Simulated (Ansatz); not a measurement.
# ClGaH2O: one structure at several levels

Aim: energy, forces and dipole at a structure displaced at random from a GFN2-xTB minimum, from CCSD(T) and from density functionals.

Method: single points in def2-TZVPP; program: Ansatz 0.2.0, Gaussian basis.

Cores are frozen in the correlated methods. Filled d shells of the heavier atoms are correlated.

### Step 1. Where the work starts

5 atoms, charge 0, spin multiplicity 1.

Atoms are counted from 1 here; the program's logs count them from 0.

Bond lengths: O1–Ga2 1.757 Å, O1–H4 0.845 Å, Ga2–Cl3 2.113 Å, Ga2–H5 1.527 Å. Angles: Ga2–O1–H4 136.5°, O1–Ga2–Cl3 121.6°, O1–Ga2–H5 113.0°, Cl3–Ga2–H5 124.3°.

Geometry (Å):

```xyz
5

O    -1.1083    0.4608   -0.4034
Ga    0.5276    0.0753    0.1102
Cl    1.1297   -1.9136    0.4911
H    -1.7203    0.0761   -0.8418
H     1.3346    1.3094    0.5083
```

### Step 2. CCSD(T)/def2-TZVPP

run/in.yaml

```yaml
crystal:
  periodic: [false, false, false]
  atoms:
    - {symbol: O, position_ang: [-1.108300, 0.460800, -0.403400]}
    - {symbol: Ga, position_ang: [0.527600, 0.075300, 0.110200]}
    - {symbol: Cl, position_ang: [1.129700, -1.913600, 0.491100]}
    - {symbol: H, position_ang: [-1.720300, 0.076100, -0.841800]}
    - {symbol: H, position_ang: [1.334600, 1.309400, 0.508300]}
basis:
  gaussian: {orbitals: def2-TZVPP}
correlation: {method: ccsd_t}
output: {forces: true}
```

No record of the launch command was kept for these runs.

### Step 3. PBE0-D4/def2-TZVPP

run/in.yaml, as its differences from that of step 2:

```diff
@@ -10,3 +10,3 @@
   gaussian: {orbitals: def2-TZVPP}
-correlation: {method: ccsd_t}
-output: {forces: true}
+hamiltonian: {xc: pbe0, dispersion: d4}
+output: {forces: true, orbitals: {seedname: orbitals}}
```

### Step 4. wB97M-V/def2-TZVPP

run/in.yaml, as its differences from that of step 3:

```diff
@@ -10,3 +10,3 @@
   gaussian: {orbitals: def2-TZVPP}
-hamiltonian: {xc: pbe0, dispersion: d4}
-output: {forces: true, orbitals: {seedname: orbitals}}
+hamiltonian: {xc: {name: wB97M-V}}
+output: {forces: true}
```

### Step 5. r2SCAN-D4/def2-TZVPP

run/in.yaml, as its differences from that of step 4:

```diff
@@ -10,3 +10,3 @@
   gaussian: {orbitals: def2-TZVPP}
-hamiltonian: {xc: {name: wB97M-V}}
+hamiltonian: {xc: r2scan, dispersion: d4}
 output: {forces: true}
```

### Step 6. PBE-D4/def2-TZVPP

run/in.yaml, as its differences from that of step 5:

```diff
@@ -10,3 +10,3 @@
   gaussian: {orbitals: def2-TZVPP}
-hamiltonian: {xc: r2scan, dispersion: d4}
+hamiltonian: {xc: pbe, dispersion: d4}
 output: {forces: true}
```

### Step 7. B97M-V/def2-TZVPP

run/in.yaml, as its differences from that of step 6:

```diff
@@ -10,3 +10,3 @@
   gaussian: {orbitals: def2-TZVPP}
-hamiltonian: {xc: pbe, dispersion: d4}
+hamiltonian: {xc: {name: B97M-V}}
 output: {forces: true}
```

### Step 8. revPBE-D4/def2-TZVPP

run/in.yaml, as its differences from that of step 7:

```diff
@@ -10,3 +10,3 @@
   gaussian: {orbitals: def2-TZVPP}
-hamiltonian: {xc: {name: B97M-V}}
+hamiltonian: {xc: {name: revPBE}, dispersion: d4}
 output: {forces: true}
```

(Steps that only read results are left out.)

**Question.** What will these runs give? Wanted: energy less free atoms, CCSD(T)/def2-TZVPP; RMS force component; RMS force error; HOMO and LUMO, PBE0-D4; T1 diagnostic.

As calculated:

| quantity | value |
| --- | --- |
| energy less free atoms, CCSD(T)/def2-TZVPP | -1412.2 kJ/mol |
| RMS force component | 3.128 to 3.342 eV/Å over the methods |
| RMS force error | PBE0-D4 0.040, wB97M-V 0.046, r2SCAN-D4 0.040, PBE-D4 0.194, B97M-V 0.098, revPBE-D4 0.225 eV/Å |
| HOMO and LUMO, PBE0-D4 | -9.02 and -1.24 eV |
| T1 diagnostic | 0.013 |

Against CCSD(T) the functionals' energies less atoms differ by -35.3 to +22.2 kJ/mol, PBE-D4 by -25.9 kJ/mol. The reference is not at the basis limit: in triple zeta CCSD(T) underbinds, which counts against methods that bind more; the gaps are no ranking. The forces of r2SCAN-D4 come nearest to CCSD(T), those of revPBE-D4 are farthest. Frozen-core CCSD(T) forces in triple zeta carry basis errors of their own, and this is one geometry, so small gaps rank nothing.
